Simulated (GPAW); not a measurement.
# Ni2Ge (P6_3/mmc) in GPAW: reference runs

Aim: a first look at Ni2Ge with PBEsol, on the cell as given.

All numbers are computed with GPAW 26.7.0; they aren't measurements. Logs are shortened: lines on timing, memory, paths and dates and some standing lists are left out, and cuts for length are marked. The log counts tension as positive stress, the text compression.

## 1. The crystal as given

It takes space group P6_3/mmc (No. 194, hexagonal). The conventional cell has a = 3.980 Å, b = 3.980 Å, c = 5.024 Å, α = 90.00°, β = 90.00°, γ = 120.00°. Ge (site symmetry -6m2) is surrounded by 11 Ni at 2.30 to 2.62 Å. Around Ni (site symmetry -3m) lie 8 Ni at 2.51 to 2.62 Å and 6 Ge at 2.62 Å. Ni (site symmetry -6m2) has 5 Ge at 2.30 to 2.51 Å and 6 Ni at 2.62 Å as nearest neighbours.

The cell comes from a database or a generator and needn't be the stable form of this composition.

## 2. Single point, PBEsol, collinear spin, ferromagnetic start

Contents of run.py:

```python
from ase import Atoms
from ase.dft.bandgap import bandgap
from ase.io import write
from ase.units import GPa
from gpaw import GPAW, PW, setup_paths

setup_paths.insert(0, '.')

atoms = Atoms(['Ge', 'Ge', 'Ni', 'Ni', 'Ni', 'Ni'],
              cell=[[3.9798102787, 0.0, 0.0],
                    [-1.9899051393, 3.4466168036, 0.0],
                    [0.0, 0.0, 5.02387811]],
              scaled_positions=[[0.3333333333, 0.6666666667, 0.25],
                                [0.6666666667, 0.3333333333, 0.75],
                                [0.0, 0.0, 0.5],
                                [0.0, 0.0, 0.0],
                                [0.3333333333, 0.6666666667, 0.75],
                                [0.6666666667, 0.3333333333, 0.25]],
              pbc=True)
atoms.set_initial_magnetic_moments([0.0, 0.0, 1.0, 1.0, 1.0, 1.0])

calc = GPAW(mode=PW(600),
            xc='PBEsol',
            kpts={'size': (8, 8, 6), 'gamma': True},
            occupations={'name': 'fermi-dirac', 'width': 0.05},
            nbands=61,
            convergence={'density': 1e-05, 'energy': 1e-05},
            maxiter=150,
            txt='gpaw.txt')
atoms.calc = calc
energy = atoms.get_potential_energy()
forces = atoms.get_forces()
stress = atoms.get_stress()
calc.write('gs.gpw')
write('result.traj', atoms)
print(f'Energy: {energy:.6f} eV')
print('Forces (eV/A):')
print(forces.round(4))
print('Stress (GPa):', (stress / GPa).round(3))
print('Moments:', calc.get_magnetic_moments().round(3))
print('Fermi level:', round(calc.get_fermi_level(), 4), 'eV')
print(f'Gap: {bandgap(calc)[0]:.4f} eV, direct: {bandgap(calc, direct=True)[0]:.4f} eV')
```

Potentials or basis: PAW data sets generated in the run's folder for this functional, pw.

Run with:

```bash
gpaw-setup -f PBEsol Ge Ni
OMP_NUM_THREADS=1 python run.py
```

gpaw.txt:

```text
__  _  _
 | _ |_)|_||  |
 |__||  | ||/\| - 26.7.0

Input parameters:
  mode=PW(ecut=600.0),
  convergence={'density': 1e-05, 'energy': 1e-05},
  kpts=MonkhorstPack(size=(8, 8, 6), gamma=True),
  maxiter=150,
  nbands=61,
  occupations=Occupations(name='fermi-dirac', width=0.05),
  xc=XC(name='PBEsol')

Diagonalizing LCAO Hamiltonian
Converting LCAO to pw mode

         Ni
             Ge

       NiGe
             Ni

       Ni

Atoms  # Å, Bohr magnetons
|   | symbol |         x |        y |        z |    initial magnetic moments |
|---|--------|-----------|----------|----------|-----------------------------|
| 0 |     Ge | -0.000000 | 2.297745 | 1.255970 | ( 0.0000,  0.0000,  0.0000) |
| 1 |     Ge |  1.989905 | 1.148872 | 3.767909 | ( 0.0000,  0.0000,  0.0000) |
| 2 |     Ni |  0.000000 | 0.000000 | 2.511939 | ( 0.0000,  0.0000,  1.0000) |
| 3 |     Ni |  0.000000 | 0.000000 | 0.000000 | ( 0.0000,  0.0000,  1.0000) |
| 4 |     Ni | -0.000000 | 2.297745 | 3.767909 | ( 0.0000,  0.0000,  1.0000) |
| 5 |     Ni |  1.989905 | 1.148872 | 1.255970 | ( 0.0000,  0.0000,  1.0000) |

Unit cell  # Å
| periodic |         x |        y |        z |  lengths |     angles |
|----------|-----------|----------|----------|----------|------------|
|      yes |  3.979810 | 0.000000 | 0.000000 | 3.979810 |  90.000000 |
|      yes | -1.989905 | 3.446617 | 0.000000 | 3.979810 |  90.000000 |
|      yes |  0.000000 | 0.000000 | 5.023878 | 5.023878 | 120.000000 |

Number of symmetries: 12
Symmetry operations  # r_c * U_cc + t_c -> r_c
|    | kind |            matrix            |
|----|------|------------------------------|
|  0 |  σ   |  1, 1, 0,  0,-1, 0,  0, 0, 1 |
|  1 |  S6  |  1, 1, 0, -1, 0, 0,  0, 0,-1 |
|  2 |  E   |  1, 0, 0,  0, 1, 0,  0, 0, 1 |
|  3 |  C2  |  1, 0, 0, -1,-1, 0,  0, 0,-1 |
|  4 |  C2  |  0, 1, 0,  1, 0, 0,  0, 0,-1 |
|  5 |  C3  |  0, 1, 0, -1,-1, 0,  0, 0, 1 |
|  6 |  S6  |  0,-1, 0,  1, 1, 0,  0, 0,-1 |
|  7 |  σ   |  0,-1, 0, -1, 0, 0,  0, 0, 1 |
|  8 |  σ   | -1, 0, 0,  1, 1, 0,  0, 0, 1 |
|  9 |  i   | -1, 0, 0,  0,-1, 0,  0, 0,-1 |
| 10 |  C3  | -1,-1, 0,  1, 0, 0,  0, 0, 1 |
| 11 |  C2  | -1,-1, 0,  0, 1, 0,  0, 0,-1 |

BZ-sampling:
  Number of BZ points: 384
  Number of IBZ points: 50

  Monkhorst-Pack size: [8, 8, 6]
  Monkhorst-Pack shift: [0.0625, 0.0625, 0.08333333333333333]

K-points  # in reciprocal-cell coordinates
|     |                                coordinates |     weight |
|-----|--------------------------------------------|------------|
|   0 | (  0.00000000,   0.00000000,   0.00000000) | 0.00260417 |
|   1 | (  0.00000000,   0.00000000,   0.16666667) | 0.00520833 |
|   2 | (  0.00000000,   0.00000000,   0.33333333) | 0.00520833 |
|   3 | (  0.00000000,   0.00000000,   0.50000000) | 0.00260417 |
|   4 | (  0.12500000,   0.00000000,  -0.33333333) | 0.01562500 |
|   5 | (  0.12500000,   0.00000000,  -0.16666667) | 0.01562500 |
|   6 | (  0.12500000,   0.00000000,   0.00000000) | 0.01562500 |
|   7 | (  0.12500000,   0.00000000,   0.16666667) | 0.01562500 |
|   8 | (  0.12500000,   0.00000000,   0.33333333) | 0.01562500 |
|   9 | (  0.12500000,   0.00000000,   0.50000000) | 0.01562500 |
| ... |                                            |            |
|  49 | (  0.50000000,   0.50000000,   0.50000000) | 0.00781250 |

[... 88 lines left out ...]
  Backstep threshold: 4.0
  History deletion threshold: 6.0
  Fourier metric: weight=20.0, sigma=0.015

occupation numbers:
  Fermi-Dirac:
    width: 0.0500  # eV

poisson solver:
  ecut: 4800.0  # eV

xc functional:
  name: PBEsol with 2 nearest neighbor stencil

convergence criteria:
- Maximum integral of absolute [dens]ity change: 1e-05 electrons / valence electron
- Maximum [total energy] change in last 3 cyles: 1e-05 eV / valence electron
- Maximum integral of absolute [eigenst]ate change: 4e-08 eV^2 / valence electron
maximum number of iterations: 150

SCF iterations
|iter     | |      energy | eigst |  dens |  magmom |
|---------|-|-------------|-------|-------|---------|
|iter:   1| |  -44.038956 | +0.61 |       |  +4.0043|
|iter:   2| |  -43.549280 | -1.13 | -1.01 |  +3.8534|
|iter:   3| |  -43.248190 | -1.98 | -1.12 |  +3.0859|
|iter:   4| |  -43.873706 | -1.98 | -1.32 |  +2.1081|
|iter:   5| |  -43.502080 | -2.26 | -1.36 |  +1.6210|
|iter:   6| |  -43.594425 | -2.61 | -1.69 |  +0.7109|
|iter:   7| |  -43.683690 | -2.60 | -1.92 |  +0.5487|
|iter:   8| |  -43.582342 | -2.91 | -1.85 |  +0.1741|
|iter:   9| |  -43.586855 | -4.20 | -2.30 |  +0.0738|
|iter:  10| |  -43.587237 | -4.17 | -2.44 |  +0.0099|
|iter:  11| |  -43.587292c| -5.06 | -2.94 |  +0.0144|
|iter:  12| |  -43.587306c| -6.03 | -3.41 |  +0.0068|
|iter:  13| |  -43.587324c| -6.21 | -3.57 |  -0.0007|
|iter:  14| |  -43.587324c| -7.35 | -4.22 |  -0.0005|
|iter:  15| |  -43.587323c| -8.28c| -4.37 |  -0.0002|
|iter:  16| |  -43.587322c| -7.90c| -4.86 |  -0.0000|
|iter:  17| |  -43.587322c| -8.43c| -5.30c|  -0.0000|

Converged in 17 steps
Energy contributions relative to reference atoms: (reference = -279441.875197)

Energy contributions:
  Kinetic:          60.717977
  Coulomb:         -43.948276
  Zero:              0.287434
  External:          0.000000
  Xc:              -60.627566
  Entropy:          -0.033782
  Spinorbit:         0.000000
  ----------------------------
  Free energy:     -43.604213
  Extrapolated:    -43.587322

dipole moment: (-8.049724, -13.942531, -10.161337)  # |e|*Ang

Total magnetic moment: (0.000000, 0.000000, -0.000024)

Local magnetic moments
|        x |        y |         z |
|----------|----------|-----------|
| 0.000000 | 0.000000 | -0.000010 |  # Ge   0
| 0.000000 | 0.000000 | -0.000010 |  # Ge   1
| 0.000000 | 0.000000 | -0.000023 |  # Ni   2
| 0.000000 | 0.000000 |  0.000004 |  # Ni   3
| 0.000000 | 0.000000 |  0.000007 |  # Ni   4
| 0.000000 | 0.000000 |  0.000007 |  # Ni   5

Fermi level: 10.363
Eigenvalues  # (at kpt = [0.000, 0.000, 0.000])
| band index |      eig [eV] | occ [0-1] |      eig [eV] | occ [0-1] |
|------------|---------------|-----------|---------------|-----------|
|          0 |       -53.382 |     1.000 |       -53.382 |     1.000 |
|        ... |               |           |               |           |
|         26 |         8.617 |     1.000 |         8.617 |     1.000 |
|         27 |         9.087 |     1.000 |         9.087 |     1.000 |
|         28 |         9.087 |     1.000 |         9.087 |     1.000 |
|         29 |         9.115 |     1.000 |         9.115 |     1.000 |
|         30 |         9.115 |     1.000 |         9.115 |     1.000 |
|         31 |         9.238 |     1.000 |         9.238 |     1.000 |
[... 8 lines left out ...]
|         40 |        13.450 |     0.000 |        13.450 |     0.000 |
|         41 |        14.655 |     0.000 |        14.655 |     0.000 |
|        ... |               |           |               |           |
|         60 |        33.941 |     0.000 |        33.941 |     0.000 |

No gap
No difference between direct/indirect transitions

Forces  # eV/Ang
|        x |        y |        z |
|----------|----------|----------|
| -0.00000 | -0.00000 |  0.00000 |  # Ge   0
|  0.00000 |  0.00000 | -0.00000 |  # Ge   1
| -0.00000 | -0.00000 |  0.00000 |  # Ni   2
|  0.00000 |  0.00000 |  0.00000 |  # Ni   3
| -0.00000 | -0.00000 | -0.00001 |  # Ni   4
|  0.00000 |  0.00000 |  0.00001 |  # Ni   5

Stress tensor  # eV/Ang^3
|         x |         y |         z |
|-----------|-----------|-----------|
| -0.004652 |  0.000000 |  0.000000 |
|  0.000000 | -0.004652 |  0.000000 |
|  0.000000 |  0.000000 | -0.005055 |

# Writing to gs.gpw (mode='')
```

Run time: 8.5 min. Hardware: 1 thread of Intel Xeon at 2.70GHz, shared host; peak memory 0.43 GiB.

What came out:

| Quantity | Value |
| --- | --- |
| Free energy | -43.6042 eV |
| Pressure | 0.8 GPa |
| Band gap on the k mesh | none (metal or under the smearing width) |
| Net moment | 0.00 μB per cell |

Caveat: the stock nickel data set gives pressures a few GPa off other programs.
